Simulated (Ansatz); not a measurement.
# Rb2TiSi3O9: the cost of one run

Method: DFT, PBE, plane-wave PAW, default files, scalar-relativistic, as far as a step names no other, in Ansatz 0.2.0.

### Step 1. The system as given

It takes space group P6_3/m (No. 176, hexagonal). The conventional cell has a = 6.896 Å, b = 6.896 Å, c = 9.943 Å, α = 90.00°, β = 90.00°, γ = 120.00°. Around Rb (site symmetry 3) lie 9 O at 2.95 to 3.17 Å. Around Ti (site symmetry -3) lie 6 O at 1.97 Å. Si (site symmetry m) is surrounded by 4 O at 1.57 to 1.68 Å. O (site symmetry m) has 2 Si at 1.60 to 1.68 Å as nearest neighbours. O (site symmetry 1) is surrounded by 1 Si at 1.57 Å and 1 Ti at 1.97 Å.

Coordinates:

```
Rb Ti Si O
1.0
     6.89600    0.00000    0.00000
    -3.44800    5.97211    0.00000
     0.00000    0.00000    9.94300
Rb Ti Si O
4 2 6 18
Direct
  0.33333 0.66667 0.06070
  0.66667 0.33333 0.56070
  0.66667 0.33333 0.93930
  0.33333 0.66667 0.43930
  0.00000 0.00000 0.00000
  0.00000 0.00000 0.50000
  0.37910 0.23990 0.25000
  0.13920 0.37910 0.75000
  0.76010 0.13920 0.25000
  0.62090 0.76010 0.75000
  0.86080 0.62090 0.25000
  0.23990 0.86080 0.75000
  0.49560 0.08980 0.25000
  0.40580 0.49560 0.75000
  0.91020 0.40580 0.25000
  0.50440 0.91020 0.75000
  0.59420 0.50440 0.25000
  0.08980 0.59420 0.75000
  0.25040 0.21110 0.11500
  0.03930 0.25040 0.61500
  0.78890 0.03930 0.11500
  0.74960 0.78890 0.61500
  0.96070 0.74960 0.11500
  0.21110 0.96070 0.61500
  0.74960 0.78890 0.88500
  0.96070 0.74960 0.38500
  0.21110 0.96070 0.88500
  0.25040 0.21110 0.38500
  0.03930 0.25040 0.88500
  0.78890 0.03930 0.38500
```

### Step 2. First run, atoms as given

input.yaml

```yaml
crystal:
  lattice:
    - [6.896, 0.0, 0.0]
    - [-3.448, 5.9721111845, 0.0]
    - [0.0, 0.0, 9.943]
  atoms:
    - { symbol: Rb, position: [0.3333333333, 0.6666666667, 0.0607] }
    - { symbol: Rb, position: [0.6666666667, 0.3333333333, 0.5607] }
    - { symbol: Rb, position: [0.6666666667, 0.3333333333, 0.9393] }
    - { symbol: Rb, position: [0.3333333333, 0.6666666667, 0.4393] }
    - { symbol: Ti, position: [0.0, 0.0, 0.0] }
    - { symbol: Ti, position: [0.0, 0.0, 0.5] }
    - { symbol: Si, position: [0.3791, 0.2399, 0.25] }
    - { symbol: Si, position: [0.1392, 0.3791, 0.75] }
    - { symbol: Si, position: [0.7601, 0.1392, 0.25] }
    - { symbol: Si, position: [0.6209, 0.7601, 0.75] }
    - { symbol: Si, position: [0.8608, 0.6209, 0.25] }
    - { symbol: Si, position: [0.2399, 0.8608, 0.75] }
    - { symbol: O, position: [0.4956, 0.0898, 0.25] }
    - { symbol: O, position: [0.4058, 0.4956, 0.75] }
    - { symbol: O, position: [0.9102, 0.4058, 0.25] }
    - { symbol: O, position: [0.5044, 0.9102, 0.75] }
    - { symbol: O, position: [0.5942, 0.5044, 0.25] }
    - { symbol: O, position: [0.0898, 0.5942, 0.75] }
    - { symbol: O, position: [0.2504, 0.2111, 0.115] }
    - { symbol: O, position: [0.0393, 0.2504, 0.615] }
    - { symbol: O, position: [0.7889, 0.0393, 0.115] }
    - { symbol: O, position: [0.7496, 0.7889, 0.615] }
    - { symbol: O, position: [0.9607, 0.7496, 0.115] }
    - { symbol: O, position: [0.2111, 0.9607, 0.615] }
    - { symbol: O, position: [0.7496, 0.7889, 0.885] }
    - { symbol: O, position: [0.9607, 0.7496, 0.385] }
    - { symbol: O, position: [0.2111, 0.9607, 0.885] }
    - { symbol: O, position: [0.2504, 0.2111, 0.385] }
    - { symbol: O, position: [0.0393, 0.2504, 0.885] }
    - { symbol: O, position: [0.7889, 0.0393, 0.385] }
kpoints:
  mp_grid: { grid: [4, 4, 3] }
scf:
  occupations: { method: fermi_dirac, width: 0.02 }
hamiltonian:
  xc: pbe
  pseudopotentials: { kind: paw }
output:
  forces: true
  stress: true
  populations: true
  efg:
    quadrupole_moments_barn: { Rb: 0.1335, Ti: 0.247, O: -0.02558 }
    contact_densities: true
  write_density: true
  write_potential: true
  elf: true
  volumetric_format: npy
```

The run is started by

```bash
$ ansatz run input.yaml --threads 1 --pin off --max-ram 3072MiB --backend cpu --events-out ev --progress --plain --runs-dir out
```

What time and memory should one allow on 1 thread of Arm Neoverse V1, shared host?

About 48 s, with a peak of 0.88 GiB.
